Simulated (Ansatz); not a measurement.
# C₉H₁₅Al: basis-set convergence

The task here is to estimate one member of a computed series from the others.

Computed with Ansatz 0.2.0, Gaussian basis. Level: one geometry, several basis sets.

The runs, in order: PBE0-D4/def2-SVP; ωB97M-V/def2-SVP; PBE0-D4/def2-QZVPP; ωB97M-V/def2-QZVPP; the functionals' def2-TZVPP values are taken from earlier runs.

## The geometry

All runs share one geometry, relaxed beforehand with PBE0-D4 in a triple-zeta def2 set.

SMILES `C=C[CH2][Al]([CH2]C=C)[CH2]C=C`, 25 atoms, charge 0, spin multiplicity 1.

Atoms are counted from 1 here; the program's logs count them from 0.

Bond lengths: C1–C2 1.332 Å, C1–H11 1.083 Å, C1–H12 1.086 Å, C2–C3 1.476 Å, C2–H13 1.090 Å, C3–Al4 1.984 Å, C3–H14 1.097 Å, C3–H15 1.094 Å, Al4–C5 2.057 Å, Al4–C8 1.976 Å, C5–C6 1.438 Å, C5–H16 1.089 Å, C5–H17 1.082 Å, C6–C7 1.372 Å, C6–H18 1.090 Å, C7–H19 1.082 Å, C7–H20 1.090 Å, C8–C9 1.483 Å and more. Angles: C2–C1–H11 121.4°, C2–C1–H12 121.5°, H11–C1–H12 117.0°, C1–C2–C3 126.4°, C1–C2–H13 117.6°, C3–C2–H13 115.9°, C2–C3–Al4 114.7°, C2–C3–H14 111.0°, C2–C3–H15 111.9°, Al4–C3–H14 104.9°, Al4–C3–H15 106.5°, H14–C3–H15 107.3°, C3–Al4–C5 114.5°, C3–Al4–C8 119.8°, C5–Al4–C8 122.3°, Al4–C5–C6 74.5°, Al4–C5–H16 102.7°, Al4–C5–H17 125.7° and more.

The first run:

File in.yaml:

```yaml
crystal:
  periodic: [false, false, false]
  atoms:
    - {symbol: C, position_ang: [-0.419315, -3.154918, -1.085506]}
    - {symbol: C, position_ang: [0.233489, -2.087921, -1.543657]}
    - {symbol: C, position_ang: [0.983042, -1.105951, -0.736791]}
    - {symbol: Al, position_ang: [0.022706, 0.598486, -0.403935]}
    - {symbol: C, position_ang: [-1.532315, 0.969044, -1.698413]}
    - {symbol: C, position_ang: [-2.129247, 0.892776, -0.392605]}
    - {symbol: C, position_ang: [-1.987242, -0.175176, 0.457665]}
    - {symbol: C, position_ang: [0.898924, 2.034040, 0.633813]}
    - {symbol: C, position_ang: [1.194636, 1.525250, 1.995103]}
    - {symbol: C, position_ang: [2.352170, 1.024985, 2.421193]}
    - {symbol: H, position_ang: [-0.973936, -3.806287, -1.750036]}
    - {symbol: H, position_ang: [-0.404059, -3.421024, -0.032439]}
    - {symbol: H, position_ang: [0.186731, -1.887884, -2.613775]}
    - {symbol: H, position_ang: [1.913458, -0.813165, -1.237946]}
    - {symbol: H, position_ang: [1.254257, -1.506070, 0.245049]}
    - {symbol: H, position_ang: [-1.564046, 0.062124, -2.300987]}
    - {symbol: H, position_ang: [-1.684215, 1.883894, -2.256477]}
    - {symbol: H, position_ang: [-2.457306, 1.833060, 0.049569]}
    - {symbol: H, position_ang: [-2.316328, -0.103948, 1.485508]}
    - {symbol: H, position_ang: [-1.761710, -1.168985, 0.071583]}
    - {symbol: H, position_ang: [1.820070, 2.316171, 0.111901]}
    - {symbol: H, position_ang: [0.251087, 2.915356, 0.665973]}
    - {symbol: H, position_ang: [0.355075, 1.523939, 2.690191]}
    - {symbol: H, position_ang: [3.228699, 0.995346, 1.780570]}
    - {symbol: H, position_ang: [2.462274, 0.632755, 3.424847]}
basis:
  gaussian: {orbitals: def2-SVP}
hamiltonian: {xc: pbe0, dispersion: d4}
output: {orbitals: {seedname: orbitals}}
```

Started as:

```
> ansatz run in.yaml --threads 4 --pin off --events-out ev --progress --plain --max-ram 46080MiB --backend cpu
```

Steps of the session up to this table: PBE0-D4 in def2-SVP; ωB97M-V in def2-SVP; PBE0-D4 in def2-QZVPP; ωB97M-V in def2-QZVPP.

One table of the session follows, with a row left open; its other results are not shown here.

It belongs to the step «Functionals by basis». 

| functional | basis | HOMO (eV) |
| --- | --- | --- |
| PBE0-D4 | def2-SVP | -6.22 |
| PBE0-D4 | def2-TZVPP | -6.26 |
| PBE0-D4 | def2-QZVPP | -6.28 |
| ωB97M-V | def2-SVP | -8.34 |
| ωB97M-V | def2-TZVPP | ? |
| ωB97M-V | def2-QZVPP | -8.39 |

Estimate the missing values for ωB97M-V, def2-TZVPP.

As computed: HOMO (eV): -8.38. In the column «HOMO (eV)» it lies between ωB97M-V, def2-QZVPP (-8.39) and ωB97M-V, def2-SVP (-8.34).
